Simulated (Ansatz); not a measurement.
# NiPtF6 (database structure): how the settings move a single-point run, part 2 of 3

Question: which choices in the input matter for NiPtF6 (database structure)?

Ansatz 0.2.0; reference level DFT r2SCAN, plane waves, PAW, scalar-relativistic, collinear spin. Earlier steps stand in the parts before.

## 4. Changed: eigensolver.kind davidson, ecutwfc 350 eV, basis.precision f64

File input.yaml:

```yaml
crystal:
  lattice:
    - [2.45204073, 1.41568795, 4.53602666]
    - [-2.45204073, 1.41568795, 4.53602666]
    - [0.0, -2.83137591, 4.53602666]
  atoms:
    - { symbol: Ni, position: [0.5, 0.5, 0.5], spin: 1.7 }
    - { symbol: F, position: [0.242, 0.627, 0.882] }
    - { symbol: F, position: [0.882, 0.242, 0.627] }
    - { symbol: F, position: [0.627, 0.882, 0.242] }
    - { symbol: F, position: [0.758, 0.373, 0.118] }
    - { symbol: F, position: [0.118, 0.758, 0.373] }
    - { symbol: F, position: [0.373, 0.118, 0.758] }
    - { symbol: Pt, position: [0.0, 0.0, 0.0] }
kpoints:
  mp_grid: { grid: [5, 5, 5], shift: [0, 0, 0] }
magnetization:
  spin_polarized: true
scf:
  occupations: { method: fermi_dirac }
  eigensolver: { kind: davidson }
hamiltonian:
  pseudopotentials: { kind: paw }
  xc: r2scan
basis:
  ecutwfc: "350 eV"
  precision: f64
output:
  forces: true
  stress: true
  eigenvalues: true
```

Command:

```
$ ansatz run input.yaml --threads 1 --pin off --max-ram 2560MiB --backend cpu --events-out ev --progress --plain --runs-dir out
```

Standard output:

```text
Warning: crystal.lattice misses the space group found at crystal.symmetry.tolerance 1.0e-5 in a digit that the deck types, which is why this is a warning: making the lattice exact moves one of its numbers by a whole unit of that number's last typed decimal, or more. The operation that it misses by the most changes a squared length by the fraction 1.93e-6. The run uses the lattice that is a stretch of the typed one, with no rotation, onto the one that keeps every operation to a double's rounding (on a very oblique basis the stretch itself rounds by more); the deck's lattice vector that moved farthest moved by 1.58e-6 Å. To run the lattice as typed, set crystal.symmetry.tolerance under 1.93e-6, the least fraction by which an operation that the lattice misses changes a squared length (the same key also sets how far an atom may lie from its image, so lowering it can lose operations that the atoms keep only within it), or set crystal.symmetry.detect: false (a key that needs symmetry detection or time reversal refuses this as the deck is read). crystal.lattice made exact, in Å and degrees: [[2.452042096418646, 1.4156871627649334, 4.5360266605201645], [-2.452042096418646, 1.4156871627649334, 4.5360266605201645], [0.0, -2.8313743305298655, 4.536026658959672]]. Pasted over the deck's crystal.lattice, beside positions in fractional coordinates, it runs the same cell (given as lengths and angles, that cell in the form's own orientation, a rigid turn of the misfit's size from the one run here, for which a checkpoint.post_process_only pass over this run's state can be refused: where this run relaxes nothing, give such a pass this deck's own crystal.lattice, as typed; behind a relaxation, as crystal.lattice, the state's own cell, identity.cell in its checkpoint.json), and a matrix so pasted ends this notice, except on a very skew basis of the lattice, where the rounding of the pasted numbers themselves can read as a misfit: the cell is then moved again, and that move is told again. The lattice as run is in this notice's lattice.as_run_ang field (Run.prep()["deck_notices"] in Python, the deck_notice line of an events file, deck_notices of ansatz run --dry-run=json, or deck_notices in record.json in the deck's checkpoint.write directory).
Warning: basis.ecutwfc = 350 eV is below the records' recommended 500 eV, and the density's cutoff is lower with it unless basis.ecutrho_ratio is high enough to keep the records' density cutoff: compare with a run at a higher cutoff
Warning: RAYON_NUM_THREADS=1 ignored (pool sized by the plan → 1); use --threads N
Engine: ansatz 0.2.0, x86_64-unknown-linux-gnu
Pseudopotentials: kind: paw
Pseudopotential: Ni, paw, valence charge 18, recommended cutoff 500 eV (meta_gga), Ni.paw.azcp
Pseudopotential: F, paw, valence charge 7, recommended cutoff 500 eV (meta_gga), F.paw.azcp
Pseudopotential: Pt, paw, valence charge 18, recommended cutoff 500 eV (meta_gga), Pt.paw.azcp
Functional definition: r2SCAN
  parameter k0 = 0.174
  parameter k1 = 0.065
  parameter a1 = 4.9479
  exchange = r2scan_x(k0 = k0, k1 = k1, a1 = a1)
  correlation = r2scan_c
Crystal: 8 atoms, lattice volume = 94.476 Å³
Basis set: ecut = 350 eV, 1393 PW (Γ), exchange–correlation on 144×144×144 points (64 copies of the dense FFT grid, shifted against one another)
Bands: 48, of which v1, the nominal top of the filled ones, is band 39 counted from 1 (38 counted from 0)
Symmetry: 6 space group operations
Space group: R-3 (ITA 148), of the structure as read, at distance tolerance 4.6e-5 Å
Magnetic group: BNS 148.17 (UNI 1247), of the structure as read, at distance tolerance 4.6e-5 Å
k-points: 23 of 125
Non-local potential: Ni, projectors of the file, l = 0: 3, l = 1: 2, l = 2: 3, l = 3: 1
Non-local potential: F, projectors of the file, l = 0: 2, l = 1: 2, l = 2: 1
Non-local potential: Pt, projectors of the file, l = 0: 3, l = 1: 2, l = 2: 2, l = 3: 1
PAW form: soft (Blöchl's): semilocal exchange-correlation on the pseudo side does not see the compensation charge
PAW frozen core: Ni, regenerated for the run's functional (the file was generated under x = pbe(κ = 0.804, μ = 0.2195149727645171), c = pbe(β = 0.06672455060314922))
PAW frozen core: F, regenerated for the run's functional (the file was generated under x = pbe(κ = 0.804, μ = 0.2195149727645171), c = pbe(β = 0.06672455060314922))
PAW frozen core: Pt, regenerated for the run's functional (the file was generated under x = pbe(κ = 0.804, μ = 0.2195149727645171), c = pbe(β = 0.06672455060314922))
PAW one-centre angular grid: Ni, 590 points (default); XC on 160 Gauss nodes
PAW one-centre angular grid: F, 302 points (default); XC on 160 Gauss nodes
PAW one-centre angular grid: Pt, 590 points (default); XC on 160 Gauss nodes
Initial density: superposition of atomic densities (chi_scale 0.1, normalization cell, long waves kept (reshape's long-wave potential 0.04 eV rms))
Starting moments: Σ|m| = 1.7 μB on 1 of 8 sites
Initial wavefunctions: pseudopotential atomic-orbital guess
Functional: x = r2scan, c = r2scan; τ floored in thin density (d = 2e-4 eV/Å³)
SCF iter   1: F=—  HF=-23240.283061 eV  |F-HF|=—  |Δ(HF+E_count)|=         —  Δρ=2.33e-1 (↑1.06e-1 ↓2.33e-1)  dr2=8.82e1  dr2_τ=1.28e-1  dr2_m=3.97e0  M=0.794 μB ∫|m|=0.800 μB  β_m=0.56  ethr=1.00e-1  ⟨swp⟩=6.0  Hψ=6640  notcnv=0
Mixer restart at iter 1: flushing history
preconditioner: auto → Kerker (q_TF=auto, 2.643 Å⁻¹)  [metal: Δε(μ)=0.004 eV  Ē_g=16.365 eV  σ=0.100 eV  W_gap=0.01  n_scr=26 (ndim 8)  ℏωp=30.1 eV  f_vac=0.132  D(μ)=8.15/eV (n_scr^D=100)]
spin=Collinear: Kerker preconditioning applied to the charge; magnetization (m = ρ↑ − ρ↓) channel mixes plain (no charge-response kernel on spin).
iter 2 solved again at ethr=9.68e-3 eV; its pass at ethr=1.00e-1 eV (dr2=7.55e0 eV) is discarded
SCF iter   2: F=—  HF=-23236.287161 eV  |F-HF|=—  |Δ(HF+E_count)|=    4.00e0  Δρ=6.35e-2 (↑6.35e-2 ↓5.41e-2)  dr2=7.64e0  dr2_τ=1.57e-1  dr2_m=8.24e-1  M=1.962 μB ∫|m|=1.998 μB  β_m=0.30  ethr=9.68e-3  ⟨swp⟩=3.8  Hψ=9270  notcnv=0  defer=27  κ⁻¹=1.0e0(r=1)
preconditioner: auto → Resta (q_TF=auto, 2.643 Å⁻¹)  ε∞=4.3  [insulator: Δε(μ)=0.623 eV  Ē_g=16.542 eV  σ=0.100 eV  W_gap=0.91  n_scr=26 (ndim 8)  ℏωp=30.1 eV  f_vac=0.130  D(μ)=0.71/eV (n_scr^D=0)  ε∞_Penn≈4.3]
spin=Collinear: Resta preconditioning applied to the charge; magnetization (m = ρ↑ − ρ↓) channel mixes plain (no charge-response kernel on spin).
SCF iter   3: F=—  HF=-23236.037654 eV  |F-HF|=—  |Δ(HF+E_count)|=   2.50e-1  Δρ=4.86e-2 (↑4.40e-2 ↓4.86e-2)  dr2=2.24e0  dr2_τ=3.61e-2  dr2_m=9.86e-1  M=1.997 μB ∫|m|=2.069 μB  β_m=1.00  ethr=9.68e-3  ⟨swp⟩=3.7  Hψ=4642  notcnv=0  defer=14  κ⁻¹=1.3e-2(r=2)
SCF iter   4: F=—  HF=-23236.191493 eV  |F-HF|=—  |Δ(HF+E_count)|=   1.54e-1  Δρ=1.62e-2 (↑1.36e-2 ↓1.62e-2)  dr2=3.13e-1  dr2_τ=7.21e-3  dr2_m=1.50e-2  M=2.000 μB ∫|m|=2.119 μB  β_m=1.00  ethr=2.87e-3  ⟨swp⟩=4.7  Hψ=5285  notcnv=0  defer=21  κ⁻¹=5.7e-3(r=3)
SCF iter   5: F=—  HF=-23236.502821 eV  |F-HF|=—  |Δ(HF+E_count)|=   3.11e-1  Δρ=1.00e-2 (↑7.77e-3 ↓1.00e-2)  dr2=1.07e-1  dr2_τ=1.22e-3  dr2_m=2.66e-3  M=2.000 μB ∫|m|=2.121 μB  β_m=1.00  ethr=4.02e-4  ⟨swp⟩=4.2  Hψ=4953  notcnv=0  defer=23  κ⁻¹=8.6e-4(r=4)
SCF iter   6: F=—  HF=-23236.809016 eV  |F-HF|=—  |Δ(HF+E_count)|=         —  Δρ=6.90e-3 (↑2.88e-3 ↓6.90e-3)  dr2=5.08e-2  dr2_τ=3.41e-4  dr2_m=5.80e-3  M=2.000 μB ∫|m|=2.113 μB  β_m=1.00  ethr=1.38e-4  ⟨swp⟩=3.6  Hψ=4977  notcnv=0  defer=13
Mixer restart at iter 6: flushing history
SCF iter   7: F=—  HF=-23236.836434 eV  |F-HF|=—  |Δ(HF+E_count)|=   2.74e-2  Δρ=3.80e-3 (↑3.08e-3 ↓3.80e-3)  dr2=3.03e-2  dr2_τ=2.07e-4  dr2_m=1.87e-4  M=2.000 μB ∫|m|=2.110 μB  β_m=1.00  ethr=6.51e-5  ⟨swp⟩=2.2  Hψ=4040  notcnv=0  defer=7  κ⁻¹=1.0e0(r=1)
SCF iter   8: F=—  HF=-23236.880136 eV  |F-HF|=—  |Δ(HF+E_count)|=   4.37e-2  Δρ=1.52e-3 (↑1.37e-3 ↓1.52e-3)  dr2=6.23e-3  dr2_τ=4.65e-5  dr2_m=1.31e-5  M=2.000 μB ∫|m|=2.106 μB  β_m=1.00  ethr=3.88e-5  ⟨swp⟩=3.1  Hψ=4338  notcnv=0  defer=5  κ⁻¹=1.8e-1(r=2)
SCF iter   9: F=—  HF=-23236.886664 eV  |F-HF|=—  |Δ(HF+E_count)|=   6.53e-3  Δρ=6.45e-4 (↑5.79e-4 ↓6.45e-4)  dr2=6.74e-4  dr2_τ=1.53e-5  dr2_m=5.47e-6  M=2.000 μB ∫|m|=2.104 μB  β_m=1.00  ethr=7.99e-6  ⟨swp⟩=3.4  Hψ=4725  notcnv=0  defer=2  κ⁻¹=7.3e-3(r=3)
SCF iter  10: F=—  HF=-23236.887228 eV  |F-HF|=—  |Δ(HF+E_count)|=   5.64e-4  Δρ=2.56e-4 (↑2.56e-4 ↓2.19e-4)  dr2=8.79e-5  dr2_τ=2.23e-6  dr2_m=1.43e-6  M=2.000 μB ∫|m|=2.105 μB  β_m=1.00  ethr=8.64e-7  ⟨swp⟩=3.0  Hψ=4542  notcnv=0  defer=1  κ⁻¹=2.1e-3(r=4)
SCF iter  11: F=—  HF=-23236.887450 eV  |F-HF|=—  |Δ(HF+E_count)|=   2.22e-4  Δρ=1.45e-4 (↑1.39e-4 ↓1.45e-4)  dr2=4.51e-5  dr2_τ=5.82e-7  dr2_m=1.90e-7  M=2.000 μB ∫|m|=2.105 μB  β_m=1.00  ethr=1.13e-7  ⟨swp⟩=3.0  Hψ=4307  notcnv=0  κ⁻¹=4.7e-4(r=5)
SCF iter  12: F=—  HF=-23236.887525 eV  |F-HF|=—  |Δ(HF+E_count)|=   7.48e-5  Δρ=7.35e-5 (↑6.62e-5 ↓7.35e-5)  dr2=2.05e-5  dr2_τ=1.94e-7  dr2_m=8.35e-8  M=2.000 μB ∫|m|=2.105 μB  β_m=1.00  ethr=5.78e-8  ⟨swp⟩=3.0  Hψ=4289  notcnv=0  κ⁻¹=9.6e-5(r=6)
SCF iter  13: F=—  HF=-23236.887537 eV  |F-HF|=—  |Δ(HF+E_count)|=   1.25e-5  Δρ=3.72e-5 (↑3.32e-5 ↓3.72e-5)  dr2=4.31e-6  dr2_τ=3.59e-8  dr2_m=2.15e-8  M=2.000 μB ∫|m|=2.105 μB  β_m=1.00  ethr=2.63e-8  ⟨swp⟩=2.4  Hψ=4032  notcnv=0  κ⁻¹=2.8e-5(r=7)
SCF iter  14: F=—  HF=-23236.887540 eV  |F-HF|=—  |Δ(HF+E_count)|=   2.45e-6  Δρ=2.86e-5 (↑2.06e-5 ↓2.86e-5)  dr2=1.21e-6  dr2_τ=1.42e-8  dr2_m=2.66e-8  M=2.000 μB ∫|m|=2.105 μB  β_m=1.00  ethr=5.53e-9  ⟨swp⟩=3.0  Hψ=4865  notcnv=0  κ⁻¹=7.9e-6(r=8)
SCF iter  15: F=—  HF=-23236.887542 eV  |F-HF|=—  |Δ(HF+E_count)|=   2.82e-6  Δρ=1.58e-5 (↑1.14e-5 ↓1.58e-5)  dr2=1.79e-7  dr2_τ=2.77e-9  dr2_m=6.23e-9  M=2.000 μB ∫|m|=2.105 μB  β_m=1.00  ethr=1.55e-9  ⟨swp⟩=3.3  Hψ=4707  notcnv=0  κ⁻¹=2.8e-6(r=8)
SCF iter  16: F=—  HF=-23236.887543 eV  |F-HF|=—  |Δ(HF+E_count)|=   3.56e-7  Δρ=9.60e-6 (↑7.19e-6 ↓9.60e-6)  dr2=7.31e-8  dr2_τ=1.23e-9  dr2_m=2.25e-9  M=2.000 μB ∫|m|=2.105 μB  β_m=1.00  ethr=2.30e-10  ⟨swp⟩=3.0  Hψ=4415  notcnv=0  κ⁻¹=3.3e-6(r=8)
SCF iter  17: F=—  HF=-23236.887543 eV  |F-HF|=—  |Δ(HF+E_count)|=   1.54e-7  Δρ=6.33e-6 (↑4.40e-6 ↓6.33e-6)  dr2=1.61e-8  dr2_τ=4.03e-10  dr2_m=9.08e-10  M=2.000 μB ∫|m|=2.105 μB  β_m=1.00  ethr=9.37e-11  ⟨swp⟩=3.0  Hψ=4221  notcnv=0  κ⁻¹=4.5e-6(r=8)
SCF iter  18: F=-23236.887543 eV  HF=-23236.887543 eV  |F-HF|=3.53e-8  |Δ(HF+E_count)|=   8.70e-8  Δρ=3.97e-6 (↑2.98e-6 ↓3.97e-6)  dr2=7.37e-9  dr2_τ=1.46e-10  dr2_m=3.02e-10  M=2.000 μB ∫|m|=2.105 μB  ethr=2.06e-11  ⟨swp⟩=3.5  Hψ=4615  notcnv=0
SCF 1 converged in 18 iterations: F = -23236.887543 eV  dr2 = 7.37e-9
  Residual-converged pass: ⟨swp⟩=2.0  Hψ=3176  notcnv=0  max |occ|·‖R‖ = 6.4e-6 eV (tolerance 6.7e-6 eV)  dr2=7.41e-9  dr2_τ=1.46e-10  dr2_m=3.02e-10  dr2_onsite=1.74e-8  max |Δocc| = 8.5e-12
this state was not tested for a lower state beside it, because the mixer in use, unlike msr1, does not test its closes by its own steps (another_mixer; see scf.mixing.algorithm and scf.lower_state_search)
SCF converged after 18 iterations
Magnetization: 2.0000 μB (40.0000 up, 38.0000 down)
Absolute magnetization: 2.1050 μB (∫|ρ↑−ρ↓|, with the PAW one-centre terms)
Spin contamination: 0.0066 ħ² per cell (⟨S²⟩ above its minimum at these occupations)
Per-site moments (μB) at R_I (Å): [(1.686635830402968, 0.8033562428300424), (0.032275205895414875, 0.7796011729488987), (0.03227520589541497, 0.7796011729488987), (0.03227520589541512, 0.7796011729488985), (0.03227520589541501, 0.7796011729488987), (0.03227520589541495, 0.7796011729488986), (0.03227520589541502, 0.7796011729488985), (0.03959569957770629, 0.7796011729488985)]
Free energy (F): -23236.887543 eV
Harris-Foulkes:  -23236.887543 eV  (|F-HF|=3.53e-8)
Internal energy: -23236.887535 eV  (E = F + TS)
E sigma→0 (E₀):  -23236.887539 eV
Entropy (-TS):   -0.000008 eV (-0.001 meV/atom)
Fermi energy:    7.000783 eV
--- Per-component energies (eV) ---
  E_band       = -1183.353037
  E_kinetic    = 2166.179081
  E_local      = -11119.019471  (includes V_loc(G=0)·N_el)
  E_nonlocal   = 1280.987712
  E_hartree    = 4412.221798
  E_xc         = -800.148748
  E_vxc        = -1142.242893  (∫ρ·V_xc dr)
  E_paw        = -12342.419824  (= ΣΔE_a)
  E_vpaw       = -1272.500317  (= ΣTr[D̂ρ^β])
  E_aug_tail   = 0.025564  (compensation charges beyond the density's cutoff)
  E_vtau       = 78.776985  (kinetic-family band-sum trace: ∫τ·v_τ [+ j·A + Jᵃ·Aᵃ] dr)
  E_ewald      = -6833.993735
  E_core_change = -0.719912  (= ΣΔE_core)
  E_smearing   = -0.000008  (= −TS)
  E_closure    = -0.000000  (closes the sum)
  Σ components = -23236.887543   (vs F -23236.887543, Δ=0.00e0)
--- Forces (eV/Å), atoms counted from 1 ---
  atom   1  Ni     0.00000000     0.00000000     0.00000000
  atom   2  F      1.10516873    -0.24206600    -0.61687738
  atom   3  F     -0.34294906     1.07813719    -0.61687738
  atom   4  F     -0.76221967    -0.83607119    -0.61687738
  atom   5  F     -1.10516873     0.24206600     0.61687738
  atom   6  F      0.34294906    -1.07813719     0.61687738
  atom   7  F      0.76221967     0.83607119     0.61687738
  atom   8  Pt     0.00000000     0.00000000    -0.00000000
  max |Σ_I F_I| component: 2.22e-16 eV/Å
--- Stress (GPa, compression-positive) ---
       12.308719       0.000717       0.000000
       -0.000717      12.308719       0.000000
       -0.000000       0.000000      11.685041
  P = ⅓ Tr σ = 12.1008 GPa (121.008 kbar)
--- Band table (eV; the first three rows and the last of 46) ---
  k-point 0 ↑: bands = ["-102.1324", "-95.8636", "-61.0348", "-61.0189", "-61.0189", "-49.5090", "-49.4168", "-49.4168", "-19.3856", "-18.6900", "-18.6900", "-18.4488", "-18.3279", "-18.3279", "-2.3938", "-2.3938", "-2.2185", "-1.0978", "-0.9928", "-0.9928", "-0.1659", "-0.1659", "0.1075", "1.5465", "1.7408", "2.0934", "2.0934", "2.2584", "2.2584", "2.3385", "2.4884", "2.4884", "3.4148", "3.4148", "3.9110", "4.2232", "4.2232", "5.3679", "5.5671", "5.5671", "9.4546", "9.4546", "11.4163", "17.8488", "18.8432", "19.1538", "19.5801", "19.5801"]
  k-point 1 ↑: bands = ["-102.1325", "-95.8636", "-61.0349", "-61.0190", "-61.0190", "-49.5090", "-49.4169", "-49.4168", "-19.2998", "-18.7067", "-18.6937", "-18.4553", "-18.3946", "-18.3357", "-2.3250", "-2.3069", "-2.0675", "-1.0283", "-0.9634", "-0.8673", "-0.3514", "-0.2285", "-0.0676", "1.3865", "1.5805", "1.6770", "2.0341", "2.1342", "2.2435", "2.3207", "2.3851", "2.4858", "3.7107", "3.8213", "4.1382", "4.3901", "4.4345", "5.2747", "5.4151", "5.4665", "9.2516", "9.3028", "12.0720", "17.7257", "18.1623", "18.7091", "19.0441", "19.6377"]
  k-point 2 ↑: bands = ["-102.1325", "-95.8636", "-61.0349", "-61.0190", "-61.0190", "-49.5090", "-49.4170", "-49.4168", "-19.0992", "-18.7291", "-18.6979", "-18.6357", "-18.4003", "-18.3460", "-2.2237", "-2.1363", "-1.7254", "-0.9782", "-0.7486", "-0.6047", "-0.5158", "-0.4290", "-0.3189", "0.6521", "1.0368", "1.2078", "2.0938", "2.1920", "2.2790", "2.3267", "2.3823", "2.5089", "4.2747", "4.3267", "4.4809", "4.7404", "4.7775", "4.9974", "5.0596", "5.2336", "8.8795", "9.0592", "13.6928", "15.7123", "17.9870", "18.4896", "19.0341", "19.4031"]
  k-point 22 ↓: bands = ["-98.8619", "-95.8179", "-57.9249", "-57.9249", "-57.8929", "-49.4509", "-49.3631", "-49.3631", "-18.9776", "-18.7723", "-18.6074", "-18.5039", "-18.3056", "-18.2655", "-2.3798", "-2.1379", "-1.4436", "-0.6345", "-0.5803", "-0.5283", "-0.1460", "0.1449", "0.2818", "1.0953", "1.2924", "1.4029", "1.8336", "1.9496", "2.2239", "2.3921", "2.4286", "2.5023", "4.9190", "5.0212", "5.1046", "5.4392", "5.5197", "5.5921", "8.5577", "8.7497", "9.4812", "9.5463", "14.3697", "15.1421", "17.9292", "18.9534", "19.1944", "20.6778"]
```

It took 36 s on 1 thread of Intel Xeon Platinum 8488C (Sapphire Rapids), shared host; peak memory 0.69 GiB.

Changing the solver, cutoff and arithmetic precision moves the energy by +78.0 meV/atom, and the largest force goes from 1.33 to 1.29 eV/Å. The lower cutoff gives the higher energy: the smaller basis describes the state less well. The log warns that the cutoff is under what these potentials recommend, so the shift is basis error. The variant is not converged in its settings.

[end of part 2 of 3]
